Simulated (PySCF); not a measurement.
# A diatomic session: GdAs

The task here is to estimate one member of a computed series from the others.

Computed with PySCF 2.14.0. Level: Gd ANO-RCC-VDZP, As ANO-RCC-VDZP, spin-free X2C with a Gaussian nucleus.

The first run:

A driver script around PySCF takes these settings:

```json
{"atoms": "Gd, As", "charge": "0", "basis": "Gd ANO-RCC-VDZP, As ANO-RCC-VDZP", "Hamiltonian": "spin-free X2C with a Gaussian nucleus", "basis functions": "95", "electrons treated": "97", "masses in u": "157.9241, 74.9216", "levels": "PBE0, PBE, r²SCAN, r²SCAN0, B2PLYP, LC-ωPBE, HF, MP2, SCS-MP2", "grid": "80 radial by 434 angular points", "occupations": "held fixed by the projection of orbital angular momentum", "dissociation limit": "Gd + As, each in its ground configuration", "starting distance in angstrom": "2.695", "values of 2S to try": "5, 7, 9"}
```

On the command line:

```console
$ OMP_NUM_THREADS=2 python dia.py task.json out
```

Steps of the session up to this table: The job; First curve: PBE0; Higher solutions at PBE0; PBE (GGA); r²SCAN (meta-GGA); r²SCAN0 (hybrid meta-GGA); B2PLYP (double hybrid); LC-ωPBE; ROHF (mean field).

One of the session's tables, all rows but one given; the rest of the session is left out.

It belongs to the step «Constants by level of theory». 

```
       level  Re (Å)  ωe (cm⁻¹)  De (eV)
        ROHF   2.590      268.8    0.326
    ROHF-MP2   2.552      261.3     1.97
ROHF-SCS-MP2   2.571      255.1     1.71
         PBE       ?          ?        ?
      r²SCAN   2.556      260.4     2.70
        PBE0   2.554      264.3     2.49
     r²SCAN0   2.548      268.3     2.35
     LC-ωPBE   2.517      287.3     2.23
      B2PLYP   2.580      252.9     2.31
```

Estimate the missing values for PBE.

**Answer.** Re (Å): 2.582; ωe (cm⁻¹): 239.8; De (eV): 2.99. In the column «Re (Å)» it lies between B2PLYP (2.580) and ROHF (2.590).

De is counted to Gd + As in their ground configurations.

To keep in mind: The state is the lowest single determinant that the PBE0 search found; with open d or f shells the true ground state can be another one.
